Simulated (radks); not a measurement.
# Valence configurations of Ce⁺

An exercise on one series of results from a longer session: the logs are not shown, and one member is left open.

The numbers are computed with radks (a radial shooting solver on a logarithmic mesh, Libxc functionals) version 1 (Dirac Kohn-Sham, LDA (Slater exchange, Perdew-Wang correlation), spin-unpolarised, spherical densities, finite nucleus; open shells are shared between the two j in proportion to 2j + 1), except any that are marked as measured or tabulated.

## The atom as given

- element: cerium (Z = 58)
- charge: +1
- electrons: 57
- configuration: [Xe] 4f1 5d2
- nuclear rms radius: 4.8771 fm
- others tried: 4f1 6p2; 4f2 5d1; 4f1 5d1 6p1; 4f1 5d1 6s1; 4f1 6s2; 4f0.5 5d2 6p0.5; 5d3; 5d2 6s1; 5d2 6p1

Outer shells as boxes (Hund's rule):

Ce⁺
```
[Xe] core
4f [↑ ][  ][  ][  ][  ][  ][  ]
5d [↑ ][↑ ][  ][  ][  ]
```

The first run:

The run's settings:

```text
Z 58
configuration [Xe] 4f1 5d2
relativity Dirac
functional lda,pw
spin unpolarised
j_filling average
nucleus finite rms 4.8771 fm
c 137.035999084
```

Started as:

```bash
$ python run_ks.py task.json out
```

All runs below come from this command, one after another.

Steps of the session up to this table: [Xe] 4f1 5d2.

One of the session's tables, all rows but one given; the rest of the session is left out.

It belongs to the step «[Xe] 4f1 5d2». From the orbitals of this run (lengths in bohr):

| level | <r> | outermost maximum (interpolated) | 90 % within | nodes |
| --- | --- | --- | --- | --- |
| 4d5/2 | 0.7490 | 0.656 | 1.13 | 1 |
| 5s1/2 | 1.520 | 1.37 | 2.19 | 4 |
| 5p1/2 | 1.711 | 1.50 | 2.50 | 3 |
| 5p3/2 | 1.797 | 1.57 | 2.63 | 3 |
| 4f5/2 | 1.103 | 0.706 | 1.91 | 0 |
| 4f7/2 | ? | ? | ? | ? |
| 5d3/2 | 2.814 | 2.18 | 4.40 | 2 |
| 5d5/2 | 2.868 | 2.22 | 4.49 | 2 |

Estimate the missing values for 4f7/2.

The run gave: <r>: 1.116; outermost maximum (interpolated): 0.711; 90 % within: 1.94; nodes: 0. In the column «<r>» it lies between 4f5/2 (1.103) and 5s1/2 (1.520).
